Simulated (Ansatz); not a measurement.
Runs of Ansatz 0.2.0 on GeW. Symmetry: Fm-3m, No. 225, cubic system. Conventional cell: a = 5.155 Å, b = 5.155 Å, c = 5.155 Å, α = 90.00°, β = 90.00°, γ = 90.00°. Ge (site symmetry m-3m) has 6 W at 2.58 Å as nearest neighbours. W (site symmetry m-3m) has 6 Ge at 2.58 Å as nearest neighbours. The cell was built by a generator and needn't be a form met in nature.

```csv
task,level,cell,smearing,gap on the mesh (eV),pressure (GPa),relaxed volume (Å³/atom)
single point,PBE,as given,gaussian 0.025 eV,none,0.2,-
relaxation of cell and atoms,PBEsol+D3(BJ),relaxed,fermi-dirac 0.05 eV,none,0.0,16.12
single point,PBE,as given,gaussian 0.028 eV,none,0.2,-
relaxation of cell and atoms,PBE+D3(BJ),relaxed,fermi-dirac 0.05 eV,none,0.0,(a)
relaxation of cell and atoms,PBE+D4,relaxed,fermi-dirac 0.05 eV,none,0.0,16.72
single point,PBE,as given,gaussian 0.026 eV,none,0.2,-
relaxation of cell and atoms,RPBE+D4,relaxed,fermi-dirac 0.05 eV,none,0.0,(b)
relaxation of cell and atoms,PBEsol+D4,relaxed,fermi-dirac 0.05 eV,none,0.0,16.33
```

Alike in all rows: potentials or basis Ansatz PAW; no spin polarisation; k mesh 9 × 9 × 9; cutoff (eV) 420.

Q: Estimate the missing entries.

A: (a) 16.67; (b) 16.62.

Caveats: the plane-wave basis is chosen anew once the cell has moved, so the energies of steps on either side of that aren't comparable (some runs); pairwise dispersion overbinds metals, which lowers pressure and volume (some runs); the PAW data sets come from PBE, with cores solved anew for the run's functional, which leaves a small shift of forces and pressure (some runs).

A k mesh can miss the band edges, and the runs leave out spin-orbit coupling on Ge, W.

A gap of «none» marks a metal or a gap under the smearing width.
